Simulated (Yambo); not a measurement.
Input of a Yambo 5.3.0 run:

Contents of optics3.in:

```
optics
chi
Chimod= "HARTREE"
% BndsRnXd
 1 | 49 |
%
NGsBlkXd= 3 Ry
% LongDrXd
 1 | 1 | 0 |
%
% QpntsRXd
 1 | 1 |
%
% EnRngeXd
 0 | 20 | eV
%
% DmRngeXd
 0.1 | 0.1 | eV
%
ETStpsXd= 200
```

scf.in

```
&CONTROL
  calculation = 'scf'
  prefix = 'pwscf'
  outdir = './tmp'
  pseudo_dir = './pseudo'
/
&SYSTEM
  ibrav = 0
  nat = 6
  ntyp = 2
  ecutwfc = 84
  nbnd = 33
  occupations = 'smearing'
  smearing = 'fd'
  degauss = 0.00367493
  force_symmorphic = .true.
/
&ELECTRONS
  conv_thr = 1.2d-09
  electron_maxstep = 120
  mixing_beta = 0.5
/
ATOMIC_SPECIES
Ti    47.8670 Ti.upf
O     15.9990 O.upf
CELL_PARAMETERS angstrom
  -1.8921000000    1.8921000000    4.7573000000
   1.8921000000   -1.8921000000    4.7573000000
   1.8921000000    1.8921000000   -4.7573000000
ATOMIC_POSITIONS crystal
Ti     0.7500000000    0.2500000000    0.5000000000
Ti     0.0000000000    0.0000000000    0.0000000000
O      0.7919000000    0.7919000000    0.0000000000
O      0.5419000000    0.0419000000    0.5000000000
O      0.9581000000    0.4581000000    0.5000000000
O      0.2081000000    0.2081000000    0.0000000000
K_POINTS automatic
10 10 10 0 0 0
```

The input nscf.in:

```
&CONTROL
  calculation = 'nscf'
  prefix = 'pwscf'
  outdir = './tmp'
  pseudo_dir = './pseudo'
/
&SYSTEM
  ibrav = 0
  nat = 6
  ntyp = 2
  ecutwfc = 84
  nbnd = 54
  occupations = 'fixed'
  force_symmorphic = .true.
/
&ELECTRONS
  conv_thr = 1d-08
  diago_full_acc = .true.
  diago_thr_init = 1d-06
/
ATOMIC_SPECIES
Ti    47.8670 Ti.upf
O     15.9990 O.upf
CELL_PARAMETERS angstrom
  -1.8921000000    1.8921000000    4.7573000000
   1.8921000000   -1.8921000000    4.7573000000
   1.8921000000    1.8921000000   -4.7573000000
ATOMIC_POSITIONS crystal
Ti     0.7500000000    0.2500000000    0.5000000000
Ti     0.0000000000    0.0000000000    0.0000000000
O      0.7919000000    0.7919000000    0.0000000000
O      0.5419000000    0.0419000000    0.5000000000
O      0.9581000000    0.4581000000    0.5000000000
O      0.2081000000    0.2081000000    0.0000000000
K_POINTS automatic
6 6 6 0 0 0
```

Potentials or basis: PseudoDojo 0.4.1 SR PBE standard.

Run with:

```sh
$ OMP_NUM_THREADS=1 pw.x -in scf.in > scf.out
$ OMP_NUM_THREADS=1 pw.x -in nscf.in > nscf.out
$ cd tmp/pwscf.save; p2y; mv SAVE ../..; cd ../..
$ OMP_NUM_THREADS=1 yambo
$ OMP_NUM_THREADS=1 yambo -F optics3.in -J optics3 -C optics3_out
```

Q: Predict the electronic dielectric constant along the field.

A: 6.56.

Q: Predict the electronic dielectric constant along the field, independent particles.

A: 6.68.

Q: Predict the band gap on the k mesh, mean-field level.

A: 2.19 eV, indirect (least direct gap 2.50 eV).

Dielectric function (along the field direction of the input):
```tsv
energy (eV)	real part	imaginary part
0.30	6.58	0.11
0.80	6.72	0.12
1.31	7.04	0.15
1.81	7.64	0.22
2.31	9.11	0.73
2.81	8.94	1.31
3.32	10.00	4.21
3.82	8.20	8.39
4.32	6.23	8.69
4.82	2.85	10.81
5.33	0.45	8.37
5.83	1.05	4.22
6.33	3.05	6.08
6.83	1.88	8.13
7.34	-1.04	4.69
7.84	-0.10	4.35
8.34	-1.72	5.50
8.84	-0.84	2.60
9.35	-1.76	1.71
9.85	-0.28	1.59
10.35	-0.47	1.47
10.85	-0.34	1.28
11.36	-0.05	0.98
11.86	0.41	1.07
12.36	0.13	0.85
12.86	0.20	1.06
13.37	0.77	0.90
13.87	0.62	0.78
14.37	0.78	0.80
14.87	0.70	1.13
15.38	1.08	0.95
15.88	0.81	1.17
16.38	0.75	1.26
16.88	0.69	1.06
17.39	0.76	0.85
17.89	0.73	0.89
18.39	0.77	0.91
18.89	0.95	0.87
19.40	1.02	0.88
20.00	0.83	1.07
```

Caveat: spectra need much finer meshes, so this one isn't converged; these spectra lack excitons. A k mesh can miss the band edges.
